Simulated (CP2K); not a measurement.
**GFN1-xTB run of CH2BF2NSi (SMILES F[Si]1(F)BN=C1)**

What is the vertical electron affinity of CH2BF2NSi at GFN1-xTB? 

The results are computed with CP2K 2026.2.

4 further runs of the same task are left out: 1 that didn't finish, 3 set aside as unsound or not needed.

### 1 The system as given

CH2BF2NSi has 8 atoms, charge 0, and is taken as a singlet. SMILES: `F[Si]1(F)BN=C1`. Geometry: relaxed at GFN2-xTB.

Bond lengths: F1–Si2 1.613 Å, Si2–F3 1.607 Å, Si2–B4 1.943 Å, B4–N5 1.446 Å, Si2–C6 1.920 Å, N5–C6 1.293 Å, B4–H7 1.164 Å, C6–H8 1.087 Å. Some angles: F1–Si2–F3 98.6°, F1–Si2–B4 133.5°, F1–Si2–C6 116.8°, F3–Si2–B4 126.3°, F3–Si2–C6 109.5°, B4–Si2–C6 62.9°, Si2–B4–N5 95.2°, B4–N5–C6 94.7°, Si2–C6–N5 101.8°, Si2–B4–H7 138.1°.

### 2 Energy and forces at GFN1-xTB

Input file job.inp:

```
&GLOBAL
  PROJECT_NAME job
  RUN_TYPE ENERGY_FORCE
  PRINT_LEVEL MEDIUM
&END GLOBAL

&FORCE_EVAL
  METHOD QUICKSTEP
  &DFT
    &QS
      METHOD XTB
      EPS_DEFAULT 1.0E-10
      &XTB
        GFN_TYPE TBLITE
        &TBLITE
          METHOD GFN1
        &END TBLITE
        CHECK_ATOMIC_CHARGES F
      &END XTB
    &END QS
    &POISSON
      PERIODIC NONE
      POISSON_SOLVER ANALYTIC
    &END POISSON
    &SCF
      SCF_GUESS ATOMIC
      EPS_SCF 1.0E-06
      MAX_SCF 150
      ADDED_MOS 4
      &DIAGONALIZATION
        ALGORITHM STANDARD
      &END DIAGONALIZATION
      &MIXING
        METHOD DIRECT_P_MIXING
        ALPHA 0.4
      &END MIXING
    &END SCF
    &PRINT
      &MOMENTS
        PERIODIC F
        REFERENCE COM
        MAX_MOMENT 1
      &END MOMENTS
      &MO ON
        ENERGIES T
        OCCUPATION_NUMBERS T
        NDIGITS 6
        &EACH
          QS_SCF 0
        &END EACH
        ADD_LAST NUMERIC
      &END MO
      &HIRSHFELD OFF
      &END HIRSHFELD
    &END PRINT
  &END DFT
  &SUBSYS
    &CELL
      ABC 19.8 19.7 19.7
      PERIODIC NONE
    &END CELL
    &COORD
      UNIT bohr
      F      0.9968683    -0.1840404     4.3344837
      Si     1.1713845    -0.6558106     1.3282129
      F      4.1944739    -0.6494044     1.0420328
      B     -1.2503940    -1.7543084    -1.2039445
      N     -1.1706097     0.5662942    -2.6438969
      C     -0.2519383     1.9025574    -0.8157381
      H     -2.9671346    -3.1238874    -1.3418378
      H     -0.7226502     3.8985995    -0.6993120
    &END COORD
    &TOPOLOGY
      &CENTER_COORDINATES
      &END CENTER_COORDINATES
    &END TOPOLOGY
  &END SUBSYS
  &PRINT
    &FORCES ON
    &END FORCES
  &END PRINT
&END FORCE_EVAL
```

Run with:

```sh
$ OMP_NUM_THREADS=1 cp2k.psmp -i job.inp -o job.out
```

The log of the run:

```text
CP2K| version string:                                       CP2K version 2026.2
[...]
 GLOBAL| Method name                                                        CP2K
[...]
 GLOBAL| Run type                                                   ENERGY_FORCE
[...]
                             - Atoms:                                          8
[...]
                             - Spherical basis functions:                     33
[...]
 Number of electrons:                                                         32
[...]
  *** SCF run converged in    17 steps ***
[...]
  Fermi energy:                                                -0.33086778729754
[...]
 TB_DIPOLE| Moment [Debye]         -0.97630960      -0.55224452      -0.08590852
 TB_DIPOLE| Derivative [a.u.]       0.00000000       0.00000000       0.00000000
[...]
 ENERGY| Total FORCE_EVAL ( QS ) energy [hartree]            -19.988386087437885
 FORCES| Atomic forces [hartree/bohr]
 FORCES|   Atom     x               y               z               |f|
 FORCES|      1 -4.64550652E-03 -4.29497900E-03 -7.69759002E-03   9.96395843E-03
 FORCES|      2  2.06331693E-02  1.18223436E-02  1.58317003E-02   2.85681329E-02
 FORCES|      3 -6.38544938E-03 -3.44514571E-03 -4.06801988E-03   8.31815956E-03
 FORCES|      4 -2.43333845E-03 -2.74653704E-02 -8.97626189E-03   2.89972582E-02
 FORCES|      5  4.13412999E-03 -3.83092360E-03  1.97744637E-03   5.97304784E-03
 FORCES|      6  4.25685821E-03  2.77250840E-02  8.40824328E-03   2.92830954E-02
 FORCES|      7 -1.29995279E-02 -4.22312465E-03 -1.70206916E-03   1.37738719E-02
 FORCES|      8 -2.56033529E-03  3.71211579E-03 -3.77344903E-03   5.87996922E-03
 FORCES| Sum     2.29850861E-16  2.64545330E-17  2.87096735E-16
 FORCES| Total atomic force                                       3.68721841E-16
[...]
```

It took 1.6 s on 1 thread of Intel Xeon Platinum 8488C (Sapphire Rapids), shared host; peak memory 0.19 GiB.

### 3 The doublet anion at the same level

Input file run.inp:

```
&FORCE_EVAL
  METHOD QS
  &DFT
    CHARGE -1
    MULTIPLICITY 2
    UNRESTRICTED_KOHN_SHAM T
    ! Quickstep
    &QS
      METHOD XTB
      EPS_DEFAULT 1.0E-10
      &XTB
        GFN_TYPE TBLITE
        &TBLITE
          METHOD GFN1
        &END TBLITE
        CHECK_ATOMIC_CHARGES F
      &END XTB
    &END QS
    &POISSON
      PERIODIC NONE
      POISSON_SOLVER ANALYTIC
    &END POISSON
    &SCF
      SCF_GUESS ATOMIC
      EPS_SCF 1.0E-06
      MAX_SCF 150
      ADDED_MOS 4
      &DIAGONALIZATION
        ALGORITHM STANDARD
      &END DIAGONALIZATION
      &MIXING
        METHOD DIRECT_P_MIXING
        ALPHA 0.4
      &END MIXING
      &SMEAR ON
        METHOD FERMI_DIRAC
        ELECTRONIC_TEMPERATURE [K] 300
      &END SMEAR
    &END SCF
    &PRINT
      &MOMENTS
        PERIODIC F
        REFERENCE COM
        MAX_MOMENT 1
      &END MOMENTS
      &MO ON
        ENERGIES T
        OCCUPATION_NUMBERS T
        NDIGITS 6
        &EACH
          QS_SCF 0
        &END EACH
        ADD_LAST NUMERIC
      &END MO
      &HIRSHFELD OFF
      &END HIRSHFELD
    &END PRINT
  &END DFT
  &SUBSYS
    &CELL
      ABC 19.8 19.7 19.7
      PERIODIC NONE
    &END CELL
    &COORD
      UNIT bohr
      F      0.9968683    -0.1840404     4.3344837
      Si     1.1713845    -0.6558106     1.3282129
      F      4.1944739    -0.6494044     1.0420328
      B     -1.2503940    -1.7543084    -1.2039445
      N     -1.1706097     0.5662942    -2.6438969
      C     -0.2519383     1.9025574    -0.8157381
      H     -2.9671346    -3.1238874    -1.3418378
      H     -0.7226502     3.8985995    -0.6993120
    &END COORD
    &TOPOLOGY
      &CENTER_COORDINATES
      &END CENTER_COORDINATES
    &END TOPOLOGY
  &END SUBSYS
  ! extra output
  &PRINT
    &FORCES ON
    &END FORCES
  &END PRINT
&END FORCE_EVAL

&GLOBAL
  PROJECT run
  RUN_TYPE ENERGY_FORCE
  PRINT_LEVEL MEDIUM
&END GLOBAL
```

Run with:

```sh
$ OMP_NUM_THREADS=1 cp2k.psmp -i run.inp > run.out 2>&1
```

The log of the run:

```text
CP2K| version string:                                       CP2K version 2026.2
[...]
 GLOBAL| Method name                                                        CP2K
[...]
 GLOBAL| Run type                                                   ENERGY_FORCE
[...]
                             - Atoms:                                          8
[...]
                             - Spherical basis functions:                     33
[...]
 Number of electrons:                                                         17
[...]
  *** SCF run converged in    20 steps ***
[...]
  Fermi energy:                                                -0.04661182896420
[...]
 TB_DIPOLE| Moment [Debye]          1.63306302      -1.29779736       2.39071816
 TB_DIPOLE| Derivative [a.u.]       0.00000000       0.00000000       0.00000000
[...]
 ENERGY| Total FORCE_EVAL ( QS ) energy [hartree]            -20.162015822982337
 FORCES| Atomic forces [hartree/bohr]
 FORCES|   Atom     x               y               z               |f|
 FORCES|      1 -5.49592950E-04 -6.08237646E-04  1.56846917E-02   1.57060994E-02
 FORCES|      2 -9.67660920E-03  3.46370829E-02 -1.36338371E-02   3.84609646E-02
 FORCES|      3  1.39041994E-02 -7.18724493E-03 -8.68278629E-04   1.56760058E-02
 FORCES|      4 -9.01282932E-03 -1.90764806E-02 -3.75498620E-02   4.30712821E-02
 FORCES|      5 -4.46161247E-02 -8.34898766E-02 -5.37970749E-02   1.08881970E-01
 FORCES|      6  6.41696655E-02  8.60111945E-02  9.66388792E-02   1.44411719E-01
 FORCES|      7 -1.44421238E-02 -1.73156607E-02 -3.85830871E-03   2.28756113E-02
 FORCES|      8  2.23415077E-04  7.02922312E-03 -2.61620961E-03   7.50362877E-03
 FORCES| Sum    -6.16097885E-17  1.38777878E-17 -6.37510877E-17
 FORCES| Total atomic force                                       8.97360586E-17
[...]
```

Run time: 1.9 s. Hardware: 1 thread of Intel Xeon Platinum 8488C (Sapphire Rapids), shared host; peak memory 0.19 GiB.

### 4 Summary of results

At GFN1-xTB:

| quantity | value |
| --- | --- |
| singlet CH2BF2NSi: total energy | -19.98839 Eh |
| singlet CH2BF2NSi: dipole moment (from atomic charges alone) | 1.12 D |
| singlet CH2BF2NSi: HOMO energy | -10.97 eV |
| singlet CH2BF2NSi: LUMO energy | -8.13 eV |
| singlet CH2BF2NSi: HOMO–LUMO gap | 2.85 eV |
| singlet CH2BF2NSi: largest force on an atom | 1.506 eV/Å |
| doublet anion: total energy | -20.16202 Eh |
| doublet anion: HOMO energy (highest over α and β) | -1.39 eV |
| doublet anion: LUMO energy (lowest over α and β) | -1.15 eV |
| doublet anion: largest force on an atom | 7.426 eV/Å |
| vertical electron affinity (to the doublet anion) | 4.725 eV |

In words: At fixed nuclei the extra electron is bound by 4.72 eV (109 kcal/mol). The largest force (singlet CH2BF2NSi) is 1.51 eV/Å: the shape isn't a stationary point for this species at this level. A minimal valence basis can't be trusted even for the sign of an electron affinity. No empirical shift is applied, and without it xTB methods put this difference several eV too high. The dipole (singlet CH2BF2NSi) comes from point charges on the atoms alone, without atomic dipoles, so it is partial.
